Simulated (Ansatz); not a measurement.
**CH3BrSn: basis-set convergence**

How large a basis does CH3BrSn need? Two functionals are run in growing sets.

Method: one geometry, several basis sets; program: Ansatz 0.2.0, Gaussian basis.

The runs, in order: PBE0-D4/def2-SVP; ωB97M-V/def2-SVP; PBE0-D4/def2-QZVPP; ωB97M-V/def2-QZVPP; the functionals' def2-TZVPP values are taken from earlier runs.

### Step 1. The geometry

All runs share one geometry, relaxed beforehand with PBE0-D4 in a triple-zeta def2 set. Sn takes the def2 core potential; no spin-orbit term is included.

SMILES `[CH3][Sn][Br]`, 6 atoms, charge 0, spin multiplicity 1.

Atoms are counted from 1 here; the program's logs count them from 0.

Bond lengths: C1–Sn2 2.178 Å, C1–H4 1.093 Å, C1–H5 1.094 Å, C1–H6 1.092 Å, Sn2–Br3 2.536 Å. Angles: Sn2–C1–H4 109.3°, Sn2–C1–H5 109.2°, Sn2–C1–H6 111.9°, H4–C1–H5 107.5°, H4–C1–H6 109.5°, H5–C1–H6 109.4°, C1–Sn2–Br3 94.1°.

### Step 2. PBE0-D4 in def2-SVP

in.yaml

```yaml
crystal:
  periodic: [false, false, false]
  atoms:
    - {symbol: C, position_ang: [-0.419509, 0.471768, -0.315946]}
    - {symbol: Sn, position_ang: [0.255224, -0.261718, 1.621147]}
    - {symbol: Br, position_ang: [1.776560, -2.031169, 0.627021]}
    - {symbol: H, position_ang: [-0.870251, -0.350999, -0.877527]}
    - {symbol: H, position_ang: [0.443760, 0.825443, -0.886631]}
    - {symbol: H, position_ang: [-1.143583, 1.282677, -0.214263]}
basis:
  gaussian: {orbitals: def2-SVP}
hamiltonian: {xc: pbe0, dispersion: d4}
output: {orbitals: {seedname: orbitals}}
```

The runs that follow: ωB97M-V in def2-SVP; PBE0-D4 in def2-QZVPP; ωB97M-V in def2-QZVPP.

Q: Predict the results of all the runs planned. Wanted: PBE0-D4: double and triple zeta above quadruple; ωB97M-V: double and triple zeta above quadruple.

As calculated:

| quantity | value |
| --- | --- |
| PBE0-D4: double and triple zeta above quadruple | 11.53, 1.54 eV |
| ωB97M-V: double and triple zeta above quadruple | 11.55, 1.50 eV |

**Reading.** PBE0-D4 gains 9.98 eV from double to triple zeta, then 1.54 eV more. Total energies overstate the basis error of differences, where much of it tends to cancel.
